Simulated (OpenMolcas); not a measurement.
# W³⁺ among point charges: CASSCF and CASPT2 levels and susceptibility

How does a field of 6 point charges split the states of W³⁺, and what χT follows?

Program: OpenMolcas 26.06. Level of theory: state-averaged CASSCF and CASPT2, spin-orbit coupling by RASSI with atomic mean-field integrals. These are calculated values, not measurements, unless marked.

## Step 1: Starting point

| Quantity | Value |
| --- | --- |
| Species | W³⁺ (tungsten, Z = 74, 71 electrons) |
| Basis | ANO-RCC-VDZP [7s6p4d2f1g], 68 functions |
| Scalar Hamiltonian | DKH2, point nucleus |
| Inactive shells | 1s 2s 2p 3s 3p 3d 4s 4p 4d 4f 5s 5p |
| Active space | 3 electrons in 5 orbitals (5d) |
| Some configurations of this space | 5d³ |
| Orbitals | optimised for each spin and parity, averaged over all roots |

Outer shells as boxes (Hund's rule):

5d3
```
5d [↑ ][↑ ][↑ ][  ][  ]
```

The ion sits among 6 point charges of -0.65 e arranged as a trigonal antiprism (D3d), 2.18 Å from the ion, with a polar angle of 56.9° against the regular 54.74°.

Each step is its own input file, run in one work folder so that later steps find the files of earlier ones. Labels, J, g values, rates, χT and fits are worked out afterwards by a script from the matrices that RASSI stores. The input lists half of the charges; inversion (Group=XYZ) makes the rest.

## Step 2: One- and two-electron integrals

Input file a.inp:

```
&GATEWAY
Coord
1

W 0.0 0.0 0.0
Basis=ANO-RCC-VDZP
Group=XYZ
NoMove
AngMom=0.0 0.0 0.0
AMFI
XField
3 Angstrom 0
0.000000 1.826747 1.189704 -0.650000
1.582009 -0.913373 1.189704 -0.650000
1.582009 0.913373 -1.189704 -0.650000
&SEWARD
```

Started as:

```bash
> OMP_NUM_THREADS=1 MOLCAS_MEM=1689 MOLCAS_PROJECT=a pymolcas a.inp > a.log
```

## Step 3: CASSCF: quartets of even parity, 10 roots

Input file a.inp:

```
&RASSCF
FileOrb=start.orb
Symmetry=1
Spin=4
nActEl=3 0 0
Inactive=15 19
Ras2=5 0
CIRoot=10 10 1
SDav=10
CIMx=300
Iter=120 100
PrWF=0.3
OrbListing=Nothing
MaxOrb=0
>>> COPY $Project.JobIph JOB001
```

start.orb holds the contracted functions of the basis, ordered by shell, or the orbitals of the step before.

## Step 4: Reference wave functions, doublets of even parity, 40 roots

Input file a.inp:

```
&RASSCF
FileOrb=start.orb
Symmetry=1
Spin=2
nActEl=3 0 0
Inactive=15 19
Ras2=5 0
CIRoot=40 40 1
SDav=40
CIMx=300
Iter=120 100
PrWF=0.3
OrbListing=Nothing
MaxOrb=0
>>> COPY $Project.JobIph JOB002
```

## Step 5: State interaction with spin-orbit coupling

Input file a.inp:

```
&RASSI
NrOfJobIphs=2 10 40
1 2 3 4 5 6 7 8 9 10
1 2 3 4 5 6 7 8 9 10 11 12 13 14 15 16 17 18 19 20 21 22 23 24 25 26 27
28 29 30 31 32 33 34 35 36 37 38 39 40
IphNames
JOB001
JOB002
EJob
SpinOrbit
DIPRint=1.0
SOCoupling=1000.0
Subsets=2
Property=9
'ANGMOM' 1 'ANGMOM' 2 'ANGMOM' 3 'MLTPL  1' 1 'MLTPL  1' 2 'MLTPL  1' 3
'AMFI' 1 'AMFI' 2 'AMFI' 3
SOProperty=3
'ANGMOM' 1 'ANGMOM' 2 'ANGMOM' 3
```

## Step 6: CASPT2: IPEA 0.25, imaginary shift 0.1 (closed shells correlated: 4f 5s 5p)

Input file a.inp:

```
>>> COPY JOB001 $Project.JobIph
&CASPT2
Multistate=10 1 2 3 4 5 6 7 8 9 10
NoMult
Frozen=14 9
IPEA=0.25
Imaginary=0.1
MaxIter=60
WThr=0.0 0.3 0.05
PrWF=0.5
NoMix
>>> COPY JOB002 $Project.JobIph
&CASPT2
Multistate=40 1 2 3 4 5 6 7 8 9 10 11 12 13 14 15 16 17 18 19 20 21 22
23 24 25 26 27 28 29 30 31 32 33 34 35 36 37 38 39 40
NoMult
Frozen=14 9
IPEA=0.25
Imaginary=0.1
MaxIter=60
WThr=0.0 0.3 0.05
PrWF=0.5
NoMix
```

(Steps that only read results are left out.)

What does the calculation give? Wanted: spin-free ground state; first state of the same spin within the active space; lowest level; next level.

As calculated:

```
                                            quantity                                                                           value
                                              method  SS-CASPT2, IPEA 0.25, imaginary shift 0.1 (closed shells correlated: 4f 5s 5p)
                              spin-free ground state                                                 4A2, 1-fold in its orbital part
first state of the same spin within the active space                                                                4A1 at 3890 cm⁻¹
                                        lowest level                                               2-fold E3/2, g = 0.00, 0.00, 1.09
                                          next level                                                                      357.4 cm⁻¹
                                         χT at 300 K                                                                  0.16 cm³ K/mol
                           effective moment at 300 K                                                                         1.13 μB
```

Cost by method:

```csv
method,time of its own steps,time with the reference
A. CASSCF,20 s,20 s
"B. SS-CASPT2, IPEA 0.25, imaginary shift 0.1, +4f 5s 5p",12 s,32 s
```

Times are of one thread on a shared host.

**Reading.** The spin-free ground state (4A2) comes to 100 % from free-ion F terms and keeps the highest spin of the shell. χT at 300 K is 0.16, against 1.88 cm³ K/mol for the spin alone, so spin-orbit coupling lowers it. CASPT2 does not keep the components of a term degenerate, and the means are used. The field of point charges can differ much from that of real complexes. Point charges carry no covalency, so the field is a model and not that of real ligands.
